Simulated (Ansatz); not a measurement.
**C₆H₈Ge: vertical ionisation energy**

Aim: the vertical ionisation energy of C₆H₈Ge, as cation minus neutral at the neutral's geometry, on several levels, and how well −ε(HOMO) stands in for it.

Computed with Ansatz 0.2.0, Gaussian basis. Level: unrestricted cation, the program's frozen cores in correlated methods.

Plan: UKS PBE-D4/def2-TZVPP; UKS r2SCAN-D4/def2-TZVPP; UKS PBE0-D4/def2-TZVPP; UKS B3LYP-D4/def2-TZVPP; UKS wB97X-V/def2-TZVPP; UKS wB97M-V/def2-TZVPP; UKS B2PLYP/def2-TZVPP; UHF-CCSD(T)/def2-TZVPP; UHF-MP2/def2-QZVPP; extrapolation to the limit; then −ε(HOMO) from the neutral's earlier runs with LDA (SPW92), PBE-D4, revPBE-D4, BLYP-D4, r2SCAN-D4, B97M-V, PBE0-D4, B3LYP-D4, r2SCANh-D4, r2SCAN0-D4, HSE06-D4, BHLYP-D4, CAM-B3LYP-D4, LC-ωPBE, ωB97X-V, ωB97M-V.

## Step 1: The geometry

An earlier PBE0-D4 in a triple-zeta def2 set relaxation fixed the geometry.

SMILES `[GeH3][c]1ccccc1`, 15 atoms, charge 0, spin multiplicity 1.

Atoms are counted from 1 here; the program's logs count them from 0.

Bond lengths: Ge1–C2 1.945 Å, Ge1–H8 1.538 Å, Ge1–H9 1.538 Å, Ge1–H10 1.540 Å, C2–C3 1.393 Å, C2–C7 1.393 Å, C3–C4 1.387 Å, C3–H11 1.086 Å, C4–C5 1.387 Å, C4–H12 1.084 Å, C5–C6 1.387 Å, C5–H13 1.084 Å, C6–C7 1.387 Å, C6–H14 1.084 Å, C7–H15 1.086 Å. Angles: C2–Ge1–H8 109.6°, C2–Ge1–H9 109.6°, C2–Ge1–H10 110.8°, H8–Ge1–H9 109.9°, H8–Ge1–H10 108.5°, H9–Ge1–H10 108.5°, Ge1–C2–C3 120.7°, Ge1–C2–C7 120.7°, C3–C2–C7 118.6°, C2–C3–C4 120.8°, C2–C3–H11 120.1°, C4–C3–H11 119.1°, C3–C4–C5 120.0°, C3–C4–H12 119.9°, C5–C4–H12 120.1°, C4–C5–C6 119.8°, C4–C5–H13 120.1°, C6–C5–H13 120.1° and more.

## Step 2: Cation, UKS PBE-D4/def2-TZVPP

Input file in.yaml:

```yaml
crystal:
  periodic: [false, false, false]
  atoms:
    - {symbol: Ge, position_ang: [-0.715539, 0.487074, 2.364832]}
    - {symbol: C, position_ang: [-0.155050, 0.116439, 0.539329]}
    - {symbol: C, position_ang: [0.812819, -0.850266, 0.274723]}
    - {symbol: C, position_ang: [1.198559, -1.130812, -1.027851]}
    - {symbol: C, position_ang: [0.620685, -0.444880, -2.085611]}
    - {symbol: C, position_ang: [-0.341559, 0.522267, -1.836475]}
    - {symbol: C, position_ang: [-0.724871, 0.800196, -0.532648]}
    - {symbol: H, position_ang: [-1.154544, 1.956319, 2.481354]}
    - {symbol: H, position_ang: [0.451711, 0.212847, 3.327780]}
    - {symbol: H, position_ang: [-1.900801, -0.409741, 2.766190]}
    - {symbol: H, position_ang: [1.278471, -1.391656, 1.092309]}
    - {symbol: H, position_ang: [1.954215, -1.885004, -1.217125]}
    - {symbol: H, position_ang: [0.922685, -0.661671, -3.103980]}
    - {symbol: H, position_ang: [-0.793425, 1.064182, -2.659757]}
    - {symbol: H, position_ang: [-1.475155, 1.564004, -0.353570]}
basis:
  gaussian: {orbitals: def2-TZVPP}
total_charge: 1
magnetization: {spin_polarized: true, initial_magnetization: 1}
hamiltonian: {xc: pbe, dispersion: d4}
```

The run is started by

```console
$ ansatz run in.yaml --threads 2 --pin off --events-out ev --progress --plain --max-ram 32768MiB --backend cuda --devices 0, --max-vram 18GiB
```

The program printed:

```text
Functional definition: PBE
  name "PBE"
  cite "Perdew, Burke & Ernzerhof, Phys. Rev. Lett. 77, 3865 (1996) doi:10.1103/PhysRevLett.77.3865"
  parent pbe
  parameter kappa = 0.804
  parameter beta = 0.06672455060314922
  exchange = pbe_x(kappa = kappa, mu = beta*pi^2/3)
  correlation = pbe_c(beta = beta)
1910 factors; their error is unknown
mean field evaluation 1: about -62813.7540 eV, gradient 7.7e1 eV
mean field evaluation 2: about -62245.0213 eV, gradient 2.9e2 eV
mean field evaluation 4: about -62823.1514 eV, gradient 6.2e1 eV
mean field evaluation 8: about -62846.4263 eV, gradient 4.4e0 eV
mean field evaluation 16: about -62846.4850 eV, gradient 5.1e-1 eV
mean field evaluation 32: about -62846.4857 eV, gradient 9.9e-5 eV
mean field evaluation 64: about -62846.4356 eV, gradient 7.8e-1 eV
mean field -62846.48567686 eV, -2309.5657497466 hartree, gradient 1.9e-6 eV, S^2 0.754990; 6 other end points of the search recorded, 0 dependent functions left out
reference -62846.48572530 eV, -2309.5657515268 hartree; 38, 37 occupied and 308, 309 virtual orbitals, 1910 factors
Total energy: -62846.87211467 eV, -2309.5799510742 hartree
```

Wall time 16 s (1 × H100 (card shared with other runs) with 2 threads of AMD EPYC 7R13, shared host); peak host memory 0.95 GiB.

Less the neutral's -62855.9099 eV (earlier run), this gives 9.038 eV. ⟨S²⟩ = 0.755.

## Step 3: Cation, UKS r2SCAN-D4/def2-TZVPP

Changes to in.yaml since step 2:

```diff
@@ -22,2 +22,2 @@
 magnetization: {spin_polarized: true, initial_magnetization: 1}
-hamiltonian: {xc: pbe, dispersion: d4}
+hamiltonian: {xc: r2scan, dispersion: d4}
```

The command is unchanged.

The program printed (excerpt; [...] marks lines left out):

```text
Functional definition: r2SCAN
  name "r2SCAN"
  cite "Furness, Kaplan, Ning, Perdew & Sun, J. Phys. Chem. Lett. 11, 8208 (2020) doi:10.1021/acs.jpclett.0c02405"
  cite "Furness, Kaplan, Ning, Perdew & Sun, J. Phys. Chem. Lett. 11, 9248 (2020) doi:10.1021/acs.jpclett.0c03077"
  parent r2scan
[...]
1910 factors; their error is unknown
[...]
mean field -62859.61175871 eV, -2310.0481243576 hartree, gradient 3.9e-6 eV, S^2 0.764965; 6 other end points of the search recorded, 0 dependent functions left out
reference -62859.61177523 eV, -2310.0481249646 hartree; 38, 37 occupied and 308, 309 virtual orbitals, 1910 factors
Total energy: -62859.70907583 eV, -2310.0517006957 hartree
```

Run time: 23 s. Hardware: 1 × H100 (card shared with other runs) with 2 threads of AMD EPYC 7R13, shared host; peak host memory 1.1 GiB.

The neutral molecule at this level: -62868.7423 eV. Difference: 9.033 eV. ⟨S²⟩ = 0.765.

## Step 4: Cation, UKS PBE0-D4/def2-TZVPP

Changes to in.yaml since step 3:

```diff
@@ -22,2 +22,2 @@
 magnetization: {spin_polarized: true, initial_magnetization: 1}
-hamiltonian: {xc: r2scan, dispersion: d4}
+hamiltonian: {xc: pbe0, dispersion: d4}
```

Launched as before.

The program printed:

```text
Functional definition: PBE0
  name "PBE0"
  cite "Adamo & Barone, J. Chem. Phys. 110, 6158 (1999) doi:10.1063/1.478522"
  cite "Perdew, Burke & Ernzerhof, Phys. Rev. Lett. 77, 3865 (1996) doi:10.1103/PhysRevLett.77.3865"
  parent pbe
  parameter a = 0.25
  parameter kappa = 0.804
  parameter beta = 0.06672455060314922
  exchange = (1 - a)*pbe_x(kappa = kappa, mu = beta*pi^2/3) + a*exact_x
  correlation = pbe_c(beta = beta)
1953 factors; their error is unknown
mean field evaluation 1: about -62825.5618 eV, gradient 6.3e1 eV
mean field evaluation 2: about -62660.3650 eV, gradient 1.6e2 eV
mean field evaluation 4: about -62843.5379 eV, gradient 2.7e1 eV
mean field evaluation 8: about -62848.3905 eV, gradient 5.8e-1 eV
mean field evaluation 16: about -62848.6589 eV, gradient 1.1e-2 eV
mean field evaluation 32: about -62848.6589 eV, gradient 1.3e-4 eV
mean field -62848.65888035 eV, -2309.6456135019 hartree, gradient 9.5e-6 eV, S^2 0.764555; 4 other end points of the search recorded, 0 dependent functions left out
reference -62848.65891692 eV, -2309.6456148459 hartree; 38, 37 occupied and 308, 309 virtual orbitals, 1953 factors
Total energy: -62848.98634510 eV, -2309.6576476095 hartree
```

Wall time 21 s (1 × H100 (card shared with other runs) with 2 threads of AMD EPYC 7R13, shared host); peak host memory 0.98 GiB.

The neutral molecule at this level: -62858.1243 eV. Difference: 9.138 eV. ⟨S²⟩ = 0.765.

## Step 5: Cation, UKS B3LYP-D4/def2-TZVPP

Changes to in.yaml since step 4:

```diff
@@ -22,2 +22,2 @@
 magnetization: {spin_polarized: true, initial_magnetization: 1}
-hamiltonian: {xc: pbe0, dispersion: d4}
+hamiltonian: {xc: {name: B3LYP}, dispersion: d4}
```

The command is unchanged.

The program printed (excerpt; [...] marks lines left out):

```text
Functional definition: B3LYP
  name "B3LYP"
  cite "Stephens, Devlin, Chabalowski & Frisch, J. Phys. Chem. 98, 11623 (1994) doi:10.1021/j100096a001"
  cite "Becke, Phys. Rev. A 38, 3098 (1988) doi:10.1103/PhysRevA.38.3098"
  cite "Lee, Yang & Parr, Phys. Rev. B 37, 785 (1988) doi:10.1103/PhysRevB.37.785"
  cite "Vosko, Wilk & Nusair, Can. J. Phys. 58, 1200 (1980) doi:10.1139/p80-159"
[...]
1941 factors; their error is unknown
[...]
mean field -62865.06609803 eV, -2310.2485676302 hartree, gradient 5.4e-6 eV, S^2 0.760341; 3 other end points of the search recorded, 0 dependent functions left out
reference -62865.06641728 eV, -2310.2485793625 hartree; 38, 37 occupied and 308, 309 virtual orbitals, 1941 factors
Total energy: -62865.68895454 eV, -2310.2714571851 hartree
```

Run time: 25 s. Hardware: 1 × H100 (card shared with other runs) with 2 threads of AMD EPYC 7R13, shared host; peak host memory 0.98 GiB.

The neutral molecule at this level: -62874.8383 eV. Difference: 9.149 eV. ⟨S²⟩ = 0.760.

## Step 6: Cation, UKS wB97X-V/def2-TZVPP

Changes to in.yaml since step 5:

```diff
@@ -22,2 +22,2 @@
 magnetization: {spin_polarized: true, initial_magnetization: 1}
-hamiltonian: {xc: {name: B3LYP}, dispersion: d4}
+hamiltonian: {xc: {name: wB97X-V}}
```

Same command.

The program printed (excerpt; [...] marks lines left out):

```text
Functional definition: wB97X-V
  name "wB97X-V"
  cite "Mardirossian & Head-Gordon, Phys. Chem. Chem. Phys. 16, 9904 (2014) doi:10.1039/C3CP54374A"
  cite "Becke, J. Chem. Phys. 107, 8554 (1997) doi:10.1063/1.475007"
  cite "Vydrov & Van Voorhis, J. Chem. Phys. 133, 244103 (2010) doi:10.1063/1.3521275"
[...]
      + integral(e_c_pw_opposite_spin*poly(b97_u_opposite, cos0, cos1)) + vv10(b, c)
1941 factors; their error is unknown
462 factors; integrals over basis functions are off by at most 7.8e-6 eV
[...]
mean field -62856.46911741 eV, -2309.9326344197 hartree, gradient 2.8e-6 eV, S^2 0.769308; 4 other end points of the search recorded, 0 dependent functions left out
reference -62856.46911511 eV, -2309.9326343353 hartree; 38, 37 occupied and 308, 309 virtual orbitals, 1941 factors
Total energy: -62856.46911511 eV, -2309.9326343353 hartree
```

It took 34 s on 1 × H100 (card shared with other runs) with 2 threads of AMD EPYC 7R13, shared host; peak host memory 1.1 GiB.

Less the neutral's -62865.6630 eV (earlier run), this gives 9.194 eV. ⟨S²⟩ = 0.769.

## Step 7: Cation, UKS wB97M-V/def2-TZVPP

Changes to in.yaml since step 6:

```diff
@@ -22,2 +22,2 @@
 magnetization: {spin_polarized: true, initial_magnetization: 1}
-hamiltonian: {xc: {name: wB97X-V}}
+hamiltonian: {xc: {name: wB97M-V}}
```

The command is unchanged.

The program printed (excerpt; [...] marks lines left out):

```text
Functional definition: wB97M-V
  name "wB97M-V"
  cite "Mardirossian & Head-Gordon, J. Chem. Phys. 144, 214110 (2016) doi:10.1063/1.4952647"
  cite "Becke, J. Chem. Phys. 107, 8554 (1997) doi:10.1063/1.475007"
  cite "Vydrov & Van Voorhis, J. Chem. Phys. 133, 244103 (2010) doi:10.1063/1.3521275"
  # Of w^i u^j: cxij and so on, Table III.
[...]
  gx(w, u) = 1 - cx + cx01*u + cx10*w
  gss(w, u) = css00 + css04*u^4 + css10*w + css20*w^2 + css43*w^4*u^3
  gos(w, u) = cos00 + cos10*w + (cos20 + cos21*u)*w^2 + (cos60 + cos61*u)*w^6
[...]
      + integral(e_c_pw_mod_opposite_spin*gos(b97_w_opposite, b97_u_opposite)) + vv10(b, c)
1938 factors; their error is unknown
462 factors; integrals over basis functions are off by at most 7.8e-6 eV
[...]
mean field -62857.39029890 eV, -2309.9664872152 hartree, gradient 8.8e-6 eV, S^2 0.766429; 4 other end points of the search recorded, 0 dependent functions left out
reference -62857.39035476 eV, -2309.9664892680 hartree; 38, 37 occupied and 308, 309 virtual orbitals, 1938 factors
Total energy: -62857.39035476 eV, -2309.9664892680 hartree
```

It took 27 s on 1 × H100 (card shared with other runs) with 2 threads of AMD EPYC 7R13, shared host; peak host memory 1.2 GiB.

Less the neutral's -62866.5772 eV (earlier run), this gives 9.187 eV. ⟨S²⟩ = 0.766.

## Step 8: Cation, UKS B2PLYP (frozen core)/def2-TZVPP

Changes to in.yaml since step 7:

```diff
@@ -22,2 +22,2 @@
 magnetization: {spin_polarized: true, initial_magnetization: 1}
-hamiltonian: {xc: {name: wB97M-V}}
+hamiltonian: {xc: {name: B2PLYP}}
```

Same command.

The program printed (excerpt; [...] marks lines left out):

```text
Functional definition: B2PLYP
  name "B2PLYP"
  cite "Grimme, J. Chem. Phys. 124, 034108 (2006) doi:10.1063/1.2148954"
  cite "Becke, Phys. Rev. A 38, 3098 (1988) doi:10.1103/PhysRevA.38.3098"
  cite "Lee, Yang & Parr, Phys. Rev. B 37, 785 (1988) doi:10.1103/PhysRevB.37.785"
[...]
2092 factors; integrals over basis functions are off by at most 1.0e-3 eV
[...]
mean field -62837.34199449 eV, -2309.2297256173 hartree, gradient 2.0e-8 eV, S^2 0.781770; 4 other end points of the search recorded, 0 dependent functions left out
15 core orbitals not correlated: weight in the atoms' cores, before any rotation towards them, 1.000 or more for the frozen orbitals, at most 0.000 for the correlated occupied ones
reference -62837.34219802 eV, -2309.2297330971 hartree; 23, 22 occupied and 308, 309 virtual orbitals, 2092 factors
second order -38.39260568 eV of doubles, -0.00000000 eV of singles
Total energy: -62847.70820156 eV, -2309.6106767006 hartree
```

Run time: 33 s. Hardware: 1 × H100 (card shared with other runs) with 2 threads of AMD EPYC 7R13, shared host; peak host memory 1.7 GiB.

Less the neutral's -62856.8926 eV (earlier run), this gives 9.184 eV. ⟨S²⟩ = 0.782.

## Step 9: Cation, UHF-CCSD(T)/def2-TZVPP

Changes to in.yaml since step 8:

```diff
@@ -22,2 +22,3 @@
 magnetization: {spin_polarized: true, initial_magnetization: 1}
-hamiltonian: {xc: {name: B2PLYP}}
+correlation: {method: ccsd_t}
+scf: {omitted_lower_state_checks: [cluster_reference]}
```

The command is unchanged.

The program printed (excerpt; [...] marks lines left out):

```text
Functional definition: HF
  name "HF"
  cite "Fock, Z. Phys. 61, 126 (1930) doi:10.1007/BF01340294"
  parent pbe
[...]
2092 factors; integrals over basis functions are off by at most 1.0e-3 eV
[...]
mean field -62777.16492479 eV, -2307.0182590955 hartree, gradient 7.4e-6 eV, S^2 0.868123; 11 other end points of the search recorded, 0 dependent functions left out
15 core orbitals not correlated: weight in the atoms' cores, before any rotation towards them, 1.000 or more for the frozen orbitals, at most 0.000 for the correlated occupied ones
reference -62777.16492479 eV, -2307.0182590955 hartree; 23, 22 occupied and 308, 309 virtual orbitals, 2092 factors
second order -31.06732772 eV of doubles, -0.00000000 eV of singles
cycle   1  -31.27423345 eV  change   -2.1e-1 eV  update   1.5e-1
[...]
cycle  19  -32.45864573 eV  change    2.1e-5 eV  update   4.0e-5
perturbative correction -1.58755546 eV, -0.0583415870 hartree
Total energy: -62811.21112599 eV, -2308.2694339119 hartree
Checks for a lower state left out: cluster_reference
```

Run time: 2.7 min. Hardware: 1 × H100 (card shared with other runs) with 2 threads of AMD EPYC 7R13, shared host; peak host memory 2.4 GiB.

Less the neutral's -62820.5158 eV (earlier run), this gives 9.305 eV. ⟨S²⟩ = 0.868. T1 = 0.024 (report).

## Step 10: Cation, UHF-MP2/def2-QZVPP

Changes to in.yaml since step 9:

```diff
@@ -19,6 +19,6 @@
 basis:
-  gaussian: {orbitals: def2-TZVPP}
+  gaussian: {orbitals: "def2-QZVPP.json"}
 total_charge: 1
 magnetization: {spin_polarized: true, initial_magnetization: 1}
-correlation: {method: ccsd_t}
+correlation: {method: mp2}
 scf: {omitted_lower_state_checks: [cluster_reference]}
```

Same command.

The program printed (excerpt; [...] marks lines left out):

```text
Functional definition: HF
  name "HF"
  cite "Fock, Z. Phys. 61, 126 (1930) doi:10.1007/BF01340294"
  parent pbe
[...]
4102 factors; integrals over basis functions are off by at most 8.7e-4 eV
[...]
mean field -62778.57448679 eV, -2307.0700595435 hartree, gradient 1.9e-6 eV, S^2 0.868436; 11 other end points of the search recorded, 0 dependent functions left out
15 core orbitals not correlated: weight in the atoms' cores, before any rotation towards them, 1.000 or more for the frozen orbitals, at most 0.000 for the correlated occupied ones
reference -62778.57448679 eV, -2307.0700595435 hartree; 23, 22 occupied and 633, 634 virtual orbitals, 4102 factors
second order -39.79393884 eV of doubles, -0.00000000 eV of singles
Total energy: -62818.36842564 eV, -2308.5324598227 hartree
Checks for a lower state left out: cluster_reference
```

Wall time 37 s (1 × H100 (card shared with other runs) with 2 threads of AMD EPYC 7R13, shared host); peak host memory 1.4 GiB.

Less the neutral's -62828.1731 eV (earlier run), this gives 9.805 eV. ⟨S²⟩ = 0.868.

## Step 11: From triple and quadruple zeta to the limit

This step is arithmetic on the last runs, with X = 3 and 4: exp(−7.88√X) for Hartree-Fock, X^−2.97 for correlation; only MP2 was run in the larger set, so CCSD(T) minus MP2 is added from the smaller one.

| level | energy at the limit (eV) |
| --- | --- |
| HF | -62778.7686 |
| MP2 | -62825.0267 |
| CCSD | -62826.4180 |
| CCSD(T) | -62828.0056 |

This is no true limit for total energies: MP2 correlation changes by a factor of 1.28 from triple to quadruple zeta (about 1.07 in light molecules), because outer-core shells are correlated in sets not made for them. Much of that cancels between molecule and atoms or ions.

The neutral's limit, from its own earlier runs, is -62837.4128 eV in the additive form (MP2 limit plus CCSD(T) minus MP2 in triple zeta), in which the cation has -62828.0056 eV.

## Step 12: The ladder

Differences are taken before rounding.

| method | ionisation energy (eV) | from CCSD(T)/CBS (eV) | time |
| --- | --- | --- | --- |
| PBE-D4 | 9.04 | -0.37 | 23 s |
| r2SCAN-D4 | 9.03 | -0.37 | 28 s |
| PBE0-D4 | 9.14 | -0.27 | 29 s |
| B3LYP-D4 | 9.15 | -0.26 | 35 s |
| ωB97X-V | 9.19 | -0.21 | 47 s |
| ωB97M-V | 9.19 | -0.22 | 39 s |
| B2PLYP | 9.18 | -0.22 | 40 s |
| HF/def2-TZVPP | 7.88 | -1.53 |  |
| MP2/def2-TZVPP | 9.75 | +0.34 |  |
| CCSD/def2-TZVPP | 9.19 | -0.21 |  |
| CCSD(T)/def2-TZVPP | 9.30 | -0.10 | 3 min |
| CCSD(T)/CBS | 9.41 | 0 | 3.9 min |

Among the levels timed on like hardware and quicker than the yardstick, those that no quicker one beats, quickest first: PBE-D4 (23 s, -0.37 eV); PBE0-D4 (29 s, -0.27 eV); B3LYP-D4 (35 s, -0.26 eV); ωB97M-V (39 s, -0.22 eV); ωB97X-V (47 s, -0.21 eV); CCSD(T)/def2-TZVPP (3 min, -0.10 eV).

Times add the cation's run and the neutral's; HF, MP2 and CCSD come out of the CCSD(T) runs.

For comparison, −ε(HOMO) of the neutral from earlier runs:

| functional | −ε(HOMO) (eV) | by energy difference (eV) |
| --- | --- | --- |
| LDA (SPW92) | 6.57 |  |
| PBE-D4 | 6.39 | 9.04 |
| revPBE-D4 | 6.32 |  |
| BLYP-D4 | 6.20 |  |
| r2SCAN-D4 | 6.57 | 9.03 |
| B97M-V | 6.55 |  |
| PBE0-D4 | 7.36 | 9.14 |
| B3LYP-D4 | 7.14 | 9.15 |
| r2SCANh-D4 | 6.94 |  |
| r2SCAN0-D4 | 7.49 |  |
| HSE06-D4 | 6.97 |  |
| BHLYP-D4 | 8.13 |  |
| CAM-B3LYP-D4 | 8.55 |  |
| LC-ωPBE | 9.85 |  |
| ωB97X-V | 9.50 | 9.19 |
| ωB97M-V | 9.42 | 9.19 |

## Step 13: Results

```
                        quantity               value
  ionisation energy, CCSD(T)/CBS             9.41 eV
nearest functional by difference  ωB97X-V (-0.21 eV)
                nearest −ε(HOMO)  ωB97M-V (+0.02 eV)
                 −ε(HOMO) of PBE             6.39 eV
                T1 of the cation               0.024
```

What this shows: By cation minus neutral, the functionals miss by 0.37 eV at most. −ε(HOMO) of PBE misses by 3.0 eV, since self-interaction lifts the level. Among orbital estimates ωB97M-V comes nearest. Hartree-Fock falls 1.53 eV short, as the neutral has more correlation energy than the cation. The cation may have settled in a state other than its lowest; no search over hole states beyond the program's own was made. Correlated methods include outer-core shells of Ge, which these sets cover unevenly. With outer-core shells in play the reference is unsure by up to some tenths of an eV, so close misses can't be ranked.

CCSD(T)/def2-TZVPP reaches 0.10 eV from the reference in 3 min, where CCSD(T)/CBS took 3.9 min; the quickest level in the cost chart, PBE-D4, takes 23 s and misses by 0.37 eV.
